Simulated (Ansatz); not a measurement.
**BBrCl₂ + HCl: a complex and its separated parts, part 1 of 2**

The complex below is one end of an elementary step. How strongly is it bound against its free parts?

Program: Ansatz 0.2.0, Gaussian basis. Level of theory: PBE0-D4/def2-TZVP structures, single points in def2-TZVPP, no counterpoise correction. These are calculated values, not measurements.

Levels: SPW92, PBE-D4, BLYP-D4, r2SCAN-D4, B97M-V, PBE0-D4, B3LYP-D4, r2SCAN0-D4, BHLYP-D4, CAM-B3LYP-D4, wB97X-V, wB97M-V, B2PLYP, PBE-QIDH, RPA on PBE, Hartree-Fock, MP2, CCSD, CCSD(T).

Cores are frozen in the correlated methods. Filled d shells of the heavier atoms are correlated. B3LYP uses VWN-RPA correlation. B2PLYP carries no dispersion term here.

94 further runs of the same task are left out: 94 set aside as unsound or not needed.

## Step 1: The system as given

The complex: 6 atoms, charge 0, spin multiplicity 1.

Atoms are counted from 1 here; the program's logs count them from 0.

Bond lengths: B1–Cl3 1.730 Å, B1–Cl4 1.730 Å, B1–Br6 1.913 Å, Cl2–H5 1.281 Å. Angles: Cl3–B1–Cl4 120.9°, Cl3–B1–Br6 119.5°, Cl4–B1–Br6 119.5°.

Coordinates:

```xyz
6
charge 0, multiplicity 1
B    -0.85351   -0.63484    0.35397
Cl    1.57558    1.29594   -1.43316
Cl   -0.47956   -2.07507   -0.52947
Cl   -2.15429    0.39575   -0.13635
H     1.74682    1.21045   -0.16634
Br    0.16506   -0.19223    1.91126
```

Its parts: BBrCl₂ holds atoms 1, 3, 4, 6; HCl holds atoms 2, 5. Each part counts its atoms afresh in its own runs.

## Step 2: Relaxing BBrCl₂ alone

File relax-a/in.yaml:

```yaml
crystal:
  periodic: [false, false, false]
  atoms:
    - {symbol: B, position_ang: [-0.853509, -0.634843, 0.353969]}
    - {symbol: Cl, position_ang: [-0.479558, -2.075074, -0.529474]}
    - {symbol: Cl, position_ang: [-2.154291, 0.395750, -0.136353]}
    - {symbol: Br, position_ang: [0.165062, -0.192225, 1.911256]}
basis:
  gaussian: {orbitals: def2-TZVP}
hamiltonian: {xc: pbe0, dispersion: d4}
relax: {f_tol: 0.005, max_steps: 200}
```

Started as:

```
$ ansatz run in.yaml --threads 8 --pin off --events-out ev --progress --plain --max-ram 19148MiB
```

The log of the run, shortened:

```text
Functional definition: PBE0
  name "PBE0"
  cite "Adamo & Barone, J. Chem. Phys. 110, 6158 (1999) doi:10.1063/1.478522"
  cite "Perdew, Burke & Ernzerhof, Phys. Rev. Lett. 77, 3865 (1996) doi:10.1103/PhysRevLett.77.3865"
  parent pbe
[...]
1118 factors; their error is unknown
[...]
mean field -95754.82479499 eV, -3518.9249062645 hartree, gradient 3.7e-5 eV, S^2 0.000000; 0 other end points of the search recorded, 0 dependent functions left out
[...]
reference -95754.82481996 eV, -3518.9249071821 hartree; 37, 37 occupied and 116, 116 virtual orbitals, 1118 factors
[...]
1118 factors; their error is unknown
[...]
mean field -95754.82673466 eV, -3518.9249775459 hartree, gradient 2.7e-5 eV, S^2 0.000000; 1 other end points of the search recorded, 0 dependent functions left out
[...]
reference -95754.82675963 eV, -3518.9249784635 hartree; 37, 37 occupied and 116, 116 virtual orbitals, 1118 factors
Total energy: -95754.95135695 eV, -3518.9295573309 hartree
Atom 0 at    -0.853395    -0.636571     0.365315 Å, force     0.000165     0.000112    -0.000005 eV/Å
Atom 1 at    -0.480774    -2.072879    -0.533195 Å, force    -0.000139     0.000049    -0.000010 eV/Å
Atom 2 at    -2.153291     0.394675    -0.140594 Å, force    -0.000010    -0.000142    -0.000041 eV/Å
Atom 3 at     0.165164    -0.191617     1.907872 Å, force    -0.000016    -0.000020     0.000056 eV/Å
Dipole moment:    -0.005115    -0.002235    -0.007740 e Å
```

Run time: 7.5 s. Hardware: 8 threads of Arm Neoverse V1, shared host.

The steps of the relaxation: (the energy doesn't fall at every step)

| step | energy from step 1 (eV) | largest force component (eV/Å) |
| --- | --- | --- |
| 1 | 0.0000 | 0.2782 |
| 2 | 0.0093 | 0.3264 |
| 3 | -0.0019 | 0.0338 |
| 4 | -0.0020 | 0.0143 |
| 5 | -0.0020 | 0.0002 |

Close pairs (by a distance rule), those that changed most:

| bond | before (Å) | after (Å) | change (Å) |
| --- | --- | --- | --- |
| B1–Br4 | 1.913 | 1.901 | -0.011 |
| B1–Cl2 | 1.730 | 1.735 | +0.004 |
| B1–Cl3 | 1.730 | 1.735 | +0.004 |

## Step 3: Relaxing HCl alone

File relax-b/in.yaml:

```yaml
crystal:
  periodic: [false, false, false]
  atoms:
    - {symbol: Cl, position_ang: [1.575577, 1.295940, -1.433159]}
    - {symbol: H, position_ang: [1.746818, 1.210451, -0.166339]}
basis:
  gaussian: {orbitals: def2-TZVP}
hamiltonian: {xc: pbe0, dispersion: d4}
relax: {f_tol: 0.005, max_steps: 200}
```

Started as:

```
$ ansatz run in.yaml --threads 8 --pin off --events-out ev --progress --plain --max-ram 19148MiB
```

The log of the run, shortened:

```text
[... 5 set-up lines as earlier in the session ...]
[...]
312 factors; their error is unknown
[...]
mean field -12535.31636926 eV, -460.6643798276 hartree, gradient 4.2e-5 eV, S^2 0.000000; 0 other end points of the search recorded, 0 dependent functions left out
[...]
reference -12535.31647375 eV, -460.6643836678 hartree; 9, 9 occupied and 34, 34 virtual orbitals, 312 factors
Total energy: -12535.32105166 eV, -460.6645519027 hartree
Atom 0 at     1.575733     1.295862    -1.432006 Å, force    -0.000016     0.000008    -0.000119 eV/Å
Atom 1 at     1.746662     1.210529    -0.167492 Å, force     0.000016    -0.000008     0.000119 eV/Å
Dipole moment:     0.035100    -0.017523     0.259667 e Å
```

It took 0.4 s on 8 threads of Arm Neoverse V1, shared host.

The steps of the relaxation:

| step | energy from step 1 (eV) | largest force component (eV/Å) |
| --- | --- | --- |
| 1 | 0.0000 | 0.0740 |
| 2 | -0.0001 | 0.0302 |
| 3 | -0.0001 | 0.0001 |

The bond:

| bond | before (Å) | after (Å) | change (Å) |
| --- | --- | --- | --- |
| Cl1–H2 | 1.281 | 1.279 | -0.002 |

## Step 4: SPW92/def2-TZVPP

File parta/in.yaml:

```yaml
crystal:
  periodic: [false, false, false]
  atoms:
    - {symbol: B, position_ang: [-0.853395, -0.636571, 0.365315]}
    - {symbol: Cl, position_ang: [-0.480774, -2.072879, -0.533195]}
    - {symbol: Cl, position_ang: [-2.153291, 0.394675, -0.140594]}
    - {symbol: Br, position_ang: [0.165164, -0.191617, 1.907872]}
basis:
  gaussian: {orbitals: def2-TZVPP}
hamiltonian: {xc: lda}
```

File partb/in.yaml:

```yaml
crystal:
  periodic: [false, false, false]
  atoms:
    - {symbol: Cl, position_ang: [1.575733, 1.295862, -1.432006]}
    - {symbol: H, position_ang: [1.746662, 1.210529, -0.167492]}
basis:
  gaussian: {orbitals: def2-TZVPP}
hamiltonian: {xc: lda}
```

One command serves all of them, each in its own folder.

Started as:

```
$ ansatz run in.yaml --threads 8 --pin off --events-out ev --progress --plain --max-ram 19148MiB
```

Output in parta, shortened:

```text
Functional definition: SPW92
  name "SPW92"
  cite "Dirac, Proc. Camb. Phil. Soc. 26, 376 (1930) doi:10.1017/S0305004100016108"
  cite "Slater, Phys. Rev. 81, 385 (1951) doi:10.1103/PhysRev.81.385"
  cite "Perdew & Wang, Phys. Rev. B 45, 13244 (1992) doi:10.1103/PhysRevB.45.13244"
[...]
1133 factors; their error is unknown
[...]
mean field -95587.04827851 eV, -3512.7592330068 hartree, gradient 3.0e-5 eV, S^2 0.000000; 0 other end points of the search recorded, 0 dependent functions left out
reference -95587.04830968 eV, -3512.7592341525 hartree; 37, 37 occupied and 126, 126 virtual orbitals, 1133 factors
Total energy: -95587.04830968 eV, -3512.7592341525 hartree
```

Output in partb, shortened:

```text
[... 5 set-up lines as earlier in the session ...]
[...]
353 factors; their error is unknown
[...]
mean field -12498.56388101 eV, -459.3137507963 hartree, gradient 5.7e-5 eV, S^2 0.000000; 0 other end points of the search recorded, 0 dependent functions left out
reference -12498.56390042 eV, -459.3137515096 hartree; 9, 9 occupied and 47, 47 virtual orbitals, 353 factors
Total energy: -12498.56390042 eV, -459.3137515096 hartree
```

Times: 0.45 s (parta), 0.1 s (partb) on 8 threads of Arm Neoverse V1, shared host.

## Step 5: PBE-D4/def2-TZVPP

The same edit goes into each in.yaml of step 4 (parta, partb):

```diff
-hamiltonian: {xc: lda}
+hamiltonian: {xc: pbe, dispersion: d4}
```

Each run has its own folder and the same command.

Started as:

```
$ ansatz run in.yaml --threads 8 --pin off --events-out ev --progress --plain --max-ram 19148MiB
```

Log of parta, shortened:

```text
Functional definition: PBE
  name "PBE"
[... 2 set-up lines as earlier in the session ...]
[...]
1133 factors; their error is unknown
[...]
mean field -95750.29172689 eV, -3518.7583190845 hartree, gradient 3.4e-5 eV, S^2 0.000000; 0 other end points of the search recorded, 0 dependent functions left out
reference -95750.29176027 eV, -3518.7583203110 hartree; 37, 37 occupied and 126, 126 virtual orbitals, 1133 factors
Total energy: -95750.43897868 eV, -3518.7637304880 hartree
```

partb printed, shortened:

```text
[... 4 set-up lines as earlier in the session ...]
[...]
353 factors; their error is unknown
[...]
mean field -12534.30963221 eV, -460.6273829235 hartree, gradient 8.1e-5 eV, S^2 0.000000; 0 other end points of the search recorded, 0 dependent functions left out
reference -12534.30965312 eV, -460.6273836918 hartree; 9, 9 occupied and 47, 47 virtual orbitals, 353 factors
Total energy: -12534.31531428 eV, -460.6275917356 hartree
```

Times: 0.6 s (parta), 0.15 s (partb) on 8 threads of Arm Neoverse V1, shared host.

## Step 6: BLYP-D4/def2-TZVPP

Each input of step 5 (parta, partb) changes in the same lines:

```diff
-hamiltonian: {xc: pbe, dispersion: d4}
+hamiltonian: {xc: {name: BLYP}, dispersion: d4}
```

One command serves all of them, each in its own folder.

Started as:

```
$ ansatz run in.yaml --threads 8 --pin off --events-out ev --progress --plain --max-ram 19148MiB
```

Log of parta, shortened:

```text
Functional definition: BLYP
  name "BLYP"
  cite "Becke, Phys. Rev. A 38, 3098 (1988) doi:10.1103/PhysRevA.38.3098"
  cite "Lee, Yang & Parr, Phys. Rev. B 37, 785 (1988) doi:10.1103/PhysRevB.37.785"
[...]
1133 factors; their error is unknown
[...]
mean field -95772.22510902 eV, -3519.5643560107 hartree, gradient 2.2e-5 eV, S^2 0.000000; 0 other end points of the search recorded, 0 dependent functions left out
reference -95772.22542416 eV, -3519.5643675918 hartree; 37, 37 occupied and 126, 126 virtual orbitals, 1133 factors
Total energy: -95772.55022346 eV, -3519.5763037462 hartree
```

partb printed, shortened:

```text
[... 4 set-up lines as earlier in the session ...]
[...]
353 factors; their error is unknown
[...]
mean field -12539.38860983 eV, -460.8140319085 hartree, gradient 4.5e-5 eV, S^2 0.000000; 0 other end points of the search recorded, 0 dependent functions left out
reference -12539.38881415 eV, -460.8140394171 hartree; 9, 9 occupied and 47, 47 virtual orbitals, 353 factors
Total energy: -12539.40230329 eV, -460.8145351339 hartree
```

Times: 0.7 s (parta), 0.15 s (partb) on 8 threads of Arm Neoverse V1, shared host.

## Step 7: r2SCAN-D4/def2-TZVPP

The same edit goes into each in.yaml of step 6 (parta, partb):

```diff
-hamiltonian: {xc: {name: BLYP}, dispersion: d4}
+hamiltonian: {xc: r2scan, dispersion: d4}
```

The same command starts each run, in its folder.

Started as:

```
$ ansatz run in.yaml --threads 8 --pin off --events-out ev --progress --plain --max-ram 19148MiB
```

parta printed, shortened:

```text
Functional definition: r2SCAN
  name "r2SCAN"
  cite "Furness, Kaplan, Ning, Perdew & Sun, J. Phys. Chem. Lett. 11, 8208 (2020) doi:10.1021/acs.jpclett.0c02405"
  cite "Furness, Kaplan, Ning, Perdew & Sun, J. Phys. Chem. Lett. 11, 9248 (2020) doi:10.1021/acs.jpclett.0c03077"
  parent r2scan
[...]
1133 factors; their error is unknown
[...]
mean field -95769.62457739 eV, -3519.4687882362 hartree, gradient 2.4e-5 eV, S^2 0.000000; 0 other end points of the search recorded, 0 dependent functions left out
reference -95769.62458616 eV, -3519.4687885584 hartree; 37, 37 occupied and 126, 126 virtual orbitals, 1133 factors
Total energy: -95769.65524390 eV, -3519.4699152094 hartree
```

Log of partb, shortened:

```text
[... 5 set-up lines as earlier in the session ...]
[...]
353 factors; their error is unknown
[...]
mean field -12538.62224982 eV, -460.7858686976 hartree, gradient 3.1e-5 eV, S^2 0.000000; 0 other end points of the search recorded, 0 dependent functions left out
reference -12538.62225515 eV, -460.7858688935 hartree; 9, 9 occupied and 47, 47 virtual orbitals, 353 factors
Total energy: -12538.62352110 eV, -460.7859154163 hartree
```

They took 1.6 s (parta), 0.4 s (partb) on 8 threads of Arm Neoverse V1, shared host.

## Step 8: B97M-V/def2-TZVPP

The same edit goes into each in.yaml of step 7 (parta, partb):

```diff
-hamiltonian: {xc: r2scan, dispersion: d4}
+hamiltonian: {xc: {name: B97M-V}}
```

One command serves all of them, each in its own folder.

Started as:

```
$ ansatz run in.yaml --threads 8 --pin off --events-out ev --progress --plain --max-ram 19148MiB
```

parta printed, shortened:

```text
Functional definition: B97M-V
  name "B97M-V"
  cite "Mardirossian & Head-Gordon, J. Chem. Phys. 142, 074111 (2015) doi:10.1063/1.4907719"
  cite "Becke, J. Chem. Phys. 107, 8554 (1997) doi:10.1063/1.475007"
  cite "Vydrov & Van Voorhis, J. Chem. Phys. 133, 244103 (2010) doi:10.1063/1.3521275"
  # Of w^i u^j: cxij and so on, Table III.
[...]
  gx(w, u) = cx00 + cx01*u + cx02*u^2 + (cx10 + cx11*u)*w
[...]
  gos(w, u) = cos00 + cos01*u + cos03*u^3 + cos10*w + cos32*w^3*u^2
[...]
      + integral(e_c_pw_mod_opposite_spin*gos(b97_w_opposite, b97_u_opposite)) + vv10(b, c)
1133 factors; their error is unknown
[...]
mean field -95753.35438207 eV, -3518.8708695863 hartree, gradient 4.2e-5 eV, S^2 0.000000; 0 other end points of the search recorded, 0 dependent functions left out
reference -95753.35442835 eV, -3518.8708712871 hartree; 37, 37 occupied and 126, 126 virtual orbitals, 1133 factors
Total energy: -95753.35442835 eV, -3518.8708712871 hartree
```

Log of partb, shortened:

```text
[... 5 set-up lines as earlier in the session ...]
  # Of w^i u^j: cxij and so on, Table III.
[...]
  gx(w, u) = cx00 + cx01*u + cx02*u^2 + (cx10 + cx11*u)*w
[...]
  gos(w, u) = cos00 + cos01*u + cos03*u^3 + cos10*w + cos32*w^3*u^2
[...]
      + integral(e_c_pw_mod_opposite_spin*gos(b97_w_opposite, b97_u_opposite)) + vv10(b, c)
353 factors; their error is unknown
[...]
mean field -12536.22648197 eV, -460.6978258528 hartree, gradient 1.2e-5 eV, S^2 0.000000; 0 other end points of the search recorded, 0 dependent functions left out
reference -12536.22651009 eV, -460.6978268864 hartree; 9, 9 occupied and 47, 47 virtual orbitals, 353 factors
Total energy: -12536.22651009 eV, -460.6978268864 hartree
```

Times: 2.5 s (parta), 0.3 s (partb) on 8 threads of Arm Neoverse V1, shared host.

## Step 9: PBE0-D4/def2-TZVPP

Each input of step 8 (parta, partb) changes in the same lines:

```diff
-hamiltonian: {xc: {name: B97M-V}}
+hamiltonian: {xc: pbe0, dispersion: d4}
+output: {orbitals: {seedname: orbitals}}
```

The same command starts each run, in its folder.

Started as:

```
$ ansatz run in.yaml --threads 8 --pin off --events-out ev --progress --plain --max-ram 19148MiB
```

Log of parta, shortened:

```text
[... 5 set-up lines as earlier in the session ...]
[...]
1232 factors; their error is unknown
[...]
mean field -95754.82825473 eV, -3518.9250334074 hartree, gradient 2.6e-5 eV, S^2 0.000000; 0 other end points of the search recorded, 0 dependent functions left out
reference -95754.82827970 eV, -3518.9250343254 hartree; 37, 37 occupied and 126, 126 virtual orbitals, 1232 factors
Total energy: -95754.95287703 eV, -3518.9296131928 hartree
```

Output in partb, shortened:

```text
[... 5 set-up lines as earlier in the session ...]
[...]
384 factors; their error is unknown
[...]
mean field -12535.34597556 eV, -460.6654678390 hartree, gradient 3.7e-5 eV, S^2 0.000000; 0 other end points of the search recorded, 0 dependent functions left out
reference -12535.34599120 eV, -460.6654684139 hartree; 9, 9 occupied and 47, 47 virtual orbitals, 384 factors
Total energy: -12535.35056910 eV, -460.6656366488 hartree
```

They took 1.1 s (parta), 0.15 s (partb) on 8 threads of Arm Neoverse V1, shared host.

## Step 10: B3LYP-D4/def2-TZVPP

Each input of step 9 (parta, partb) changes in the same lines:

```diff
-hamiltonian: {xc: pbe0, dispersion: d4}
-output: {orbitals: {seedname: orbitals}}
+hamiltonian: {xc: {name: B3LYP}, dispersion: d4}
```

The same command starts each run, in its folder.

Started as:

```
$ ansatz run in.yaml --threads 8 --pin off --events-out ev --progress --plain --max-ram 19148MiB
```

Log of parta, shortened:

```text
Functional definition: B3LYP
  name "B3LYP"
  cite "Stephens, Devlin, Chabalowski & Frisch, J. Phys. Chem. 98, 11623 (1994) doi:10.1021/j100096a001"
[... 2 set-up lines as earlier in the session ...]
  cite "Vosko, Wilk & Nusair, Can. J. Phys. 58, 1200 (1980) doi:10.1139/p80-159"
[...]
1208 factors; their error is unknown
[...]
mean field -95773.58673221 eV, -3519.6143947400 hartree, gradient 6.9e-5 eV, S^2 0.000000; 0 other end points of the search recorded, 0 dependent functions left out
reference -95773.58696736 eV, -3519.6144033815 hartree; 37, 37 occupied and 126, 126 virtual orbitals, 1208 factors
Total energy: -95773.83305880 eV, -3519.6234470754 hartree
```

Log of partb, shortened:

```text
[... 6 set-up lines as earlier in the session ...]
[...]
372 factors; their error is unknown
[...]
mean field -12539.99363296 eV, -460.8362660982 hartree, gradient 4.5e-5 eV, S^2 0.000000; 0 other end points of the search recorded, 0 dependent functions left out
reference -12539.99378501 eV, -460.8362716861 hartree; 9, 9 occupied and 47, 47 virtual orbitals, 372 factors
Total energy: -12540.00297163 eV, -460.8366092879 hartree
```

They took 1 s (parta), 0.15 s (partb) on 8 threads of Arm Neoverse V1, shared host.

## Step 11: r2SCAN0-D4/def2-TZVPP

Each input of step 10 (parta, partb) changes in the same lines:

```diff
-hamiltonian: {xc: {name: B3LYP}, dispersion: d4}
+hamiltonian: {xc: {name: r2SCAN0}, dispersion: d4}
```

One command serves all of them, each in its own folder.

Started as:

```
$ ansatz run in.yaml --threads 8 --pin off --events-out ev --progress --plain --max-ram 19148MiB
```

Log of parta, shortened:

```text
Functional definition: r2SCAN0
  name "r2SCAN0"
  cite "Bursch, Neugebauer, Ehlert & Grimme, J. Chem. Phys. 156, 134105 (2022) doi:10.1063/5.0086040"
[... 3 set-up lines as earlier in the session ...]
[...]
1232 factors; their error is unknown
[...]
mean field -95769.36510867 eV, -3519.4592529366 hartree, gradient 3.5e-5 eV, S^2 0.000000; 0 other end points of the search recorded, 0 dependent functions left out
reference -95769.36511564 eV, -3519.4592531924 hartree; 37, 37 occupied and 126, 126 virtual orbitals, 1232 factors
Total energy: -95769.40346247 eV, -3519.4606624126 hartree
```

Log of partb, shortened:

```text
[... 6 set-up lines as earlier in the session ...]
[...]
384 factors; their error is unknown
[...]
mean field -12538.53747174 eV, -460.7827531604 hartree, gradient 4.5e-6 eV, S^2 0.000000; 0 other end points of the search recorded, 0 dependent functions left out
reference -12538.53747599 eV, -460.7827533167 hartree; 9, 9 occupied and 47, 47 virtual orbitals, 384 factors
Total energy: -12538.53892951 eV, -460.7828067327 hartree
```

Wall times: 1.9 s (parta), 0.4 s (partb) on 8 threads of Arm Neoverse V1, shared host.

## Step 12: BHLYP-D4/def2-TZVPP

Each input of step 11 (parta, partb) changes in the same lines:

```diff
-hamiltonian: {xc: {name: r2SCAN0}, dispersion: d4}
+hamiltonian: {xc: {name: BHLYP}, dispersion: d4}
```

The same command starts each run, in its folder.

Started as:

```
$ ansatz run in.yaml --threads 8 --pin off --events-out ev --progress --plain --max-ram 19148MiB
```

parta printed, shortened:

```text
Functional definition: BHLYP
  name "BHLYP"
  cite "Becke, J. Chem. Phys. 98, 1372 (1993) doi:10.1063/1.464304"
[... 2 set-up lines as earlier in the session ...]
[...]
1352 factors; their error is unknown
[...]
mean field -95771.44151323 eV, -3519.5355593966 hartree, gradient 6.3e-5 eV, S^2 0.000000; 0 other end points of the search recorded, 0 dependent functions left out
reference -95771.44167367 eV, -3519.5355652925 hartree; 37, 37 occupied and 126, 126 virtual orbitals, 1352 factors
Total energy: -95771.65408657 eV, -3519.5433713228 hartree
```

Log of partb, shortened:

```text
[... 5 set-up lines as earlier in the session ...]
[...]
403 factors; their error is unknown
[...]
mean field -12539.47115221 eV, -460.8170652850 hartree, gradient 2.7e-5 eV, S^2 0.000000; 0 other end points of the search recorded, 0 dependent functions left out
reference -12539.47125571 eV, -460.8170690885 hartree; 9, 9 occupied and 47, 47 virtual orbitals, 403 factors
Total energy: -12539.47730212 eV, -460.8172912899 hartree
```

Times: 1.1 s (parta), 0.15 s (partb) on 8 threads of Arm Neoverse V1, shared host.

## Step 13: CAM-B3LYP-D4/def2-TZVPP

The same edit goes into each in.yaml of step 12 (parta, partb):

```diff
-hamiltonian: {xc: {name: BHLYP}, dispersion: d4}
+hamiltonian: {xc: {name: CAM-B3LYP}, dispersion: d4}
```

Each run has its own folder and the same command.

Started as:

```
$ ansatz run in.yaml --threads 8 --pin off --events-out ev --progress --plain --max-ram 19148MiB
```

Output in parta, shortened:

```text
Functional definition: CAM-B3LYP
  name "CAM-B3LYP"
  cite "Yanai, Tew & Handy, Chem. Phys. Lett. 393, 51 (2004) doi:10.1016/j.cplett.2004.06.011"
  cite "Iikura, Tsuneda, Yanai & Hirao, J. Chem. Phys. 115, 3540 (2001) doi:10.1063/1.1383587"
[... 2 set-up lines as earlier in the session ...]
[...]
1208 factors; their error is unknown
200 factors; integrals over basis functions are off by at most 3.2e-5 eV
[...]
mean field -95775.68613879 eV, -3519.6915465087 hartree, gradient 4.4e-5 eV, S^2 0.000000; 0 other end points of the search recorded, 0 dependent functions left out
reference -95775.68625349 eV, -3519.6915507238 hartree; 37, 37 occupied and 126, 126 virtual orbitals, 1208 factors
Total energy: -95775.81574993 eV, -3519.6963096304 hartree
```

Log of partb, shortened:

```text
[... 6 set-up lines as earlier in the session ...]
[...]
  # Exact exchange under (alpha + beta erf(omega r))/r, Becke's under what is left of 1/r.
[...]
372 factors; their error is unknown
66 factors; integrals over basis functions are off by at most 7.5e-5 eV
[...]
mean field -12539.88293948 eV, -460.8321981878 hartree, gradient 2.6e-5 eV, S^2 0.000000; 0 other end points of the search recorded, 0 dependent functions left out
reference -12539.88301375 eV, -460.8322009174 hartree; 9, 9 occupied and 47, 47 virtual orbitals, 372 factors
Total energy: -12539.88749538 eV, -460.8323656143 hartree
```

Wall times: 1.1 s (parta), 0.2 s (partb) on 8 threads of Arm Neoverse V1, shared host.

(Continued in part 2 of 2.)
